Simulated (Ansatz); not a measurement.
**The Ag+ ion: a ladder of functionals and wavefunction methods**

One table from this session's results is given with a row withheld; the runs are named, their logs left out.

Computed with Ansatz 0.2.0, Gaussian basis. Level: functionals in def2-TZVPP, the program's frozen cores in correlated methods.

Levels to be run: LDA (SPW92), PBE, revPBE, BLYP, r2SCAN, B97M-V, PBE0, B3LYP, r2SCANh, r2SCAN0, HSE06, BHLYP, CAM-B3LYP, LC-ωPBE, ωB97X-V, ωB97M-V, B2PLYP, PBE-QIDH; CCSD(T)/def2-SVP; CCSD(T)/def2-TZVPP; CCSD(T)/def2-QZVPP; extrapolation to the limit; RPA on PBE.

## The atom

1 atom, charge 1, spin multiplicity 1.

Ag takes the def2 core potential; no spin-orbit term is included.

Set-up of the first run:

Contents of in.yaml:

```yaml
crystal:
  periodic: [false, false, false]
  atoms:
    - {symbol: Ag, position_ang: [0.000000, 0.000000, 0.000000]}
basis:
  gaussian: {orbitals: def2-TZVPP}
total_charge: 1
hamiltonian: {xc: lda}
output: {orbitals: {seedname: orbitals}}
```

Among the steps run: LDA; PBE (GGA); revPBE (GGA); BLYP (GGA); r2SCAN (meta-GGA); B97M-V (meta-GGA); PBE0 (hybrid); B3LYP (hybrid); r2SCANh (hybrid); r2SCAN0 (hybrid); HSE06 (hybrid); BHLYP (hybrid); CAM-B3LYP (range-separated); LC-ωPBE (range-separated); ωB97X-V (range-separated); ωB97M-V (range-separated); B2PLYP (double hybrid); PBE-QIDH (double hybrid).

One of the session's tables, all rows but one given; the rest of the session is left out.

It belongs to the step «Frontier levels by functional». Levels are read from the orbital files that the runs wrote:

```
 functional  HOMO (eV)  LUMO (eV)  gap (eV)
LDA (SPW92)     -15.85     -11.69      4.16
        PBE     -15.56     -11.35      4.21
     revPBE     -15.46     -11.20      4.26
       BLYP     -15.52     -11.52      3.99
     r2SCAN     -15.70     -10.82      4.89
     B97M-V     -15.73     -10.92      4.82
       PBE0     -17.40     -10.05      7.34
      B3LYP     -17.15     -10.64      6.51
    r2SCANh     -16.44     -10.38      6.05
    r2SCAN0     -17.54      -9.75      7.80
      HSE06     -16.99     -10.44      6.54
      BHLYP          ?          ?         ?
  CAM-B3LYP     -18.97      -9.16      9.81
    LC-ωPBE     -20.15      -7.44     12.71
    ωB97X-V     -19.89      -7.69     12.20
    ωB97M-V     -19.93      -7.91     12.02
```

**Question.** Estimate the row for BHLYP.

Worked estimate for «HOMO (eV)». Against the share of exact exchange, BLYP (0, -15.52), B3LYP (0.2, -17.15) give a slope of -8.15 per unit share; at 0.5 the line stands at -19.59.

The run gave: HOMO (eV): -19.22; LUMO (eV): -9.11; gap (eV): 10.11. In «HOMO (eV)» the line misses by -0.37.
